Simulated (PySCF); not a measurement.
# Ga₂O: the energy surface near the minimum

Aim: map the energy of singlet Ga₂O about its PBE0 minimum, with rigid distortions.

The runs use PySCF 2.14.0; PBE0, basis O def2-TZVP, Ga def2-TZVP, no relativity, density fitting.

**1. The starting structure**

3 atoms, charge 0, spin multiplicity 1.

Bond lengths: O1–Ga2 1.801 Å, O1–Ga3 1.801 Å. Angles: Ga2–O1–Ga3 180.0°.

```xyz
3
charge 0 multiplicity 1
O     0.0000    0.0000    0.0000
Ga    1.8010    0.0000    0.0000
Ga   -1.8010    0.0000    0.0000
```

**2. Breathing scan**

One driver script runs all scans and calls PySCF for each point, on a (75, 302) grid.

Run with:

```sh
$ OMP_NUM_THREADS=2 python axn.py task.json out
```

A rigid scan with PBE0: all bonds to the central atom are scaled together. Each point starts from its neighbour's orbitals, and energies count from the minimum.

| scale of all bonds to the centre | energy (kJ/mol) |
| --- | --- |
| 0.88 | 150.0 |
| 0.92 | 58.1 |
| 0.96 | 12.7 |
| 1.00 | 0.0 |
| 1.04 | 10.0 |
| 1.08 | 35.5 |
| 1.14 | 92.3 |
| 1.22 | 185.7 |
| 1.35 | 347.6 |

The scan took 16 s on 2 threads of Arm Neoverse V2, shared host.

**3. Stretching one bond**

A rigid scan with PBE0: the bond from O to the last atom (Ga) is scaled and the rest held.

| scale of one bond | energy (kJ/mol) | dipole size (D) |
| --- | --- | --- |
| 0.92 | 27.1 | 1.12 |
| 0.96 | 5.9 | 0.57 |
| 1.00 | 0.0 | 0.00 |
| 1.05 | 6.9 | 0.72 |
| 1.12 | 32.5 | 1.73 |
| 1.20 | 72.5 | 2.85 |
| 1.35 | 154.1 | 4.79 |
| 1.55 | 251.1 | 6.95 |
| 1.80 | 342.6 | 8.92 |
| 2.20 | 433.8 | 10.64 |

The scan took 19 s.

A restricted determinant lies too high at long bonds, where the pair should uncouple.

**4. Bending curve**

A rigid scan with PBE0: the Ga–O–Ga angle changes, with bonds held.

| bond angle (°) | energy (kJ/mol) | dipole size (D) |
| --- | --- | --- |
| 80 | 151.0 | 0.86 |
| 90 | 92.1 | 0.76 |
| 100 | 58.1 | 0.74 |
| 110 | 36.1 | 0.74 |
| 120 | 21.7 | 0.72 |
| 130 | 12.5 | 0.66 |
| 140 | 6.7 | 0.56 |
| 150 | 3.3 | 0.44 |
| 160 | 1.4 | 0.30 |
| 170 | 0.3 | 0.15 |
| 180 | 0.0 | 0.00 |

The scan took 20 s.

**5. Summary of results**

| quantity | value |
| --- | --- |
| all bonds 4 % longer | 10.0 kJ/mol |
| one bond 20 % longer | 72.5 kJ/mol |

Shortening all bonds by 4 % costs 12.7 kJ/mol and lengthening them 10.0: the wall is steeper on the short side.
